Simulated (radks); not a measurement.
**Ionisation of Os⁴⁺: one atom, several choices of exchange strength α**

The task here is to estimate one member of a computed series from the others.

Method: scalar-relativistic Kohn-Sham, spin-unpolarised, spherical densities, finite nucleus. Code: radks (a radial shooting solver on a logarithmic mesh, Libxc functionals) version 1.

## Starting point

| Property | Result |
| --- | --- |
| element | osmium (Z = 76) |
| charge | +4 |
| electrons | 72 |
| configuration | [Xe] 4f14 5d4 |
| ion | Os⁵⁺, [Xe] 4f14 5d3 |
| choices | α = 0.667; α = 0.72; α = 0.767; α = 0.797; α = 0.85; α = 0.961 |

The outer shells:

Os⁴⁺
```
[Xe] core
4f [↑↓][↑↓][↑↓][↑↓][↑↓][↑↓][↑↓]
5d [↑ ][↑ ][↑ ][↑ ][  ]
```

Os⁵⁺
```
[Xe] core
4f [↑↓][↑↓][↑↓][↑↓][↑↓][↑↓][↑↓]
5d [↑ ][↑ ][↑ ][  ][  ]
```

Set-up of the first run:

The run's settings:

```text
Z 76
configuration [Xe] 4f14 5d4
relativity scalar-relativistic
functional xalpha 0.667
spin unpolarised
nucleus finite rms 5.4126 fm
c 137.035999084
```

Among the steps run: α = 0.667: Os⁴⁺.

One of the session's tables, all rows but one given; the rest of the session is left out.

It belongs to the step «α = 0.667: Os⁴⁺». Radial moments (bohr):

```
level     <r>  outermost maximum (interpolated)  90 % within  nodes
   3d  0.1763                             0.144        0.273      0
   4s  0.4322                             0.405        0.620      3
   4p  0.4597                             0.425        0.668      2
   4d  0.4893                             0.435        0.732      1
   5s  0.9994                             0.911         1.43      4
   4f  0.5553                             0.405        0.906      0
   5p       ?                                 ?            ?      ?
   5d   1.546                              1.30         2.31      2
```

Q: Estimate the row for 5p from the others.

As computed: <r>: 1.150; outermost maximum (interpolated): 1.03; 90 % within: 1.67; nodes: 3. In the column «<r>» it lies between 5s (0.9994) and 5d (1.546).

Limits of these values: Spin polarisation and multiplet splitting are left out, so open shells lie too high by an amount that depends on their filling.
